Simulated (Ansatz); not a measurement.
# F₃HMoO₂: how energies converge with the basis set

One table from this session's results is given with a row withheld; the runs are named, their logs left out.

Computed with Ansatz 0.2.0, Gaussian basis. Level: one geometry, several basis sets.

Levels to be run: PBE0-D4/def2-SVP; ωB97M-V/def2-SVP; PBE0-D4/def2-QZVPP; ωB97M-V/def2-QZVPP; the functionals' def2-TZVPP values are taken from earlier runs.

### Structure used throughout

All runs share one geometry, relaxed beforehand with PBE0-D4 in a triple-zeta def2 set. Mo takes the def2 core potential; no spin-orbit term is included.

SMILES `[O]=[Mo]([OH])([F])([F])[F]`, 7 atoms, charge 0, spin multiplicity 1.

Atoms are counted from 1 here; the program's logs count them from 0.

Bond lengths: O1–Mo2 1.643 Å, Mo2–O3 1.847 Å, Mo2–F4 1.849 Å, Mo2–F5 1.847 Å, Mo2–F6 1.849 Å, O3–H7 0.962 Å. Angles: O1–Mo2–O3 109.0°, O1–Mo2–F4 101.3°, O1–Mo2–F5 111.2°, O1–Mo2–F6 101.4°, O3–Mo2–F4 88.9°, O3–Mo2–F5 139.8°, O3–Mo2–F6 88.9°, F4–Mo2–F5 83.3°, F4–Mo2–F6 156.6°, F5–Mo2–F6 83.3°, Mo2–O3–H7 125.7°.

The first run:

Input file in.yaml:

```yaml
crystal:
  periodic: [false, false, false]
  atoms:
    - {symbol: O, position_ang: [-1.375220, -0.627631, 0.834929]}
    - {symbol: Mo, position_ang: [-0.273725, 0.170453, -0.086471]}
    - {symbol: O, position_ang: [1.386294, -0.601528, 0.156958]}
    - {symbol: F, position_ang: [-0.420930, -0.733976, -1.692914]}
    - {symbol: F, position_ang: [-1.066010, 1.543685, -1.033877]}
    - {symbol: F, position_ang: [0.232812, 1.536670, 1.052158]}
    - {symbol: H, position_ang: [1.577979, -1.355574, 0.723519]}
basis:
  gaussian: {orbitals: def2-SVP}
hamiltonian: {xc: pbe0, dispersion: d4}
output: {orbitals: {seedname: orbitals}}
```

The run is started by

```bash
> ansatz run in.yaml --threads 4 --pin off --events-out ev --progress --plain --max-ram 10444MiB
```

Among the steps run: PBE0-D4 in def2-SVP; ωB97M-V in def2-SVP; PBE0-D4 in def2-QZVPP; ωB97M-V in def2-QZVPP.

One table of the session follows, with a row left open; its other results are not shown here.

It belongs to the step «Density functionals: the series». 

| functional | basis | HOMO (eV) | LUMO (eV) |
| --- | --- | --- | --- |
| PBE0-D4 | def2-SVP | -10.75 | -4.37 |
| PBE0-D4 | def2-TZVPP | -10.76 | -4.27 |
| PBE0-D4 | def2-QZVPP | ? | ? |
| ωB97M-V | def2-SVP | -13.16 | -2.14 |
| ωB97M-V | def2-TZVPP | -13.19 | -2.04 |
| ωB97M-V | def2-QZVPP | -13.20 | -2.04 |

Estimate the missing values for PBE0-D4, def2-QZVPP.

As computed: HOMO (eV): -10.77; LUMO (eV): -4.26. In the column «HOMO (eV)» it lies between ωB97M-V, def2-SVP (-13.16) and PBE0-D4, def2-TZVPP (-10.76).
